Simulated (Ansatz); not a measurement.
Na, space group I4/mmm, a comparison of norm-conserving and PAW potentials

Run with Ansatz 0.2.0, Python API.

`nc_paw_na.py`
```python
'''Two kinds of potentials on Na.'''

import ansatz
import numpy as np

SMEARING = 'fermi_dirac'
SIGMA = 0.1
K_DENSITY = 4.5


def count_gap(report):
    # lowest empty less highest filled band, counting bands; zero where they overlap
    return max(report.get('gap_by_band_count_ev') or 0.0, 0.0)

xtal = (
    ansatz.Lattice.from_parameters(3.776582, 3.776582, 5.274553, alpha=90, beta=90, gamma=90)
    .space_group(139, hermann_mauguin='I4/mmm')
    .atom('Na', [0.0, 0.0, 0.0])
    .primitive()
)

calc = (
    xtal.calculation()
    .occupations(SMEARING, width=SIGMA)
    .functional(ansatz.Functional.PBESOL)
    .kpoints(density=K_DENSITY)
    .stress()
    .forces()
    .band_table()
)
variants = {
    'PAW': calc.pseudopotentials('paw'),
    'norm-conserving': calc.pseudopotentials('nc'),
}
# totals differ by the cores that each treatment holds, so compare what does not depend on them
rows = []
for label, variant in variants.items():
    report = variant.run(threads=1, pin='off').report
    levels = np.array(report['eigenvalues_ev'][0]) - report['fermi_energy_ev']
    print(label, 'levels at the first k-point near E_F:', np.round(levels[np.abs(levels) < 5], 3))
    rows.append((label, report['n_electrons'], np.trace(report['stress_gpa']) / 3, count_gap(report)))
lines = [','.join(['treatment', 'electrons in bands', 'P GPa', 'gap by band count eV'])] + [','.join(f'{v:.4f}' if isinstance(v, float) else str(v) for v in row) for row in rows]
print('\n'.join(lines))
with open('nc_paw.csv', 'w') as handle:
    handle.write('\n'.join(lines) + '\n')
```

```console
$ python nc_paw_na.py
DeckWarning: basis.ecutwfc = 420 eV, auto-derived from the records' recommended cutoffs: set by Na (normal level)
PAW levels at the first k-point near E_F: [-3.259]
DeckWarning: basis.ecutwfc = 1197.300995 eV, auto-derived from the records' recommended cutoffs: set by Na (normal level)
norm-conserving levels at the first k-point near E_F: [-3.26]
treatment,electrons in bands,P GPa,gap by band count eV
PAW,9.0000,-0.2301,0.0000
norm-conserving,9.0000,-0.2239,0.0000
```
(Warnings from the package without file and line.)

PAW gives -0.230 GPa and norm-conserving -0.224 GPa, 0.006 GPa apart. They took 1.7 and 6.2 s of processor time.

Notes:
- A gap by band count of zero or less means overlapping bands, a metal, and at an odd count of electrons it is no gap at all.
- This isn't the structure that Na takes at ambient conditions.
- Levels are Kohn-Sham eigenvalues on this mesh.
- Stress is positive in compression.
- Hardware and time: 8.5 s on 1 thread of Arm Neoverse V2, on a shared host, peak memory 0.5 GiB.
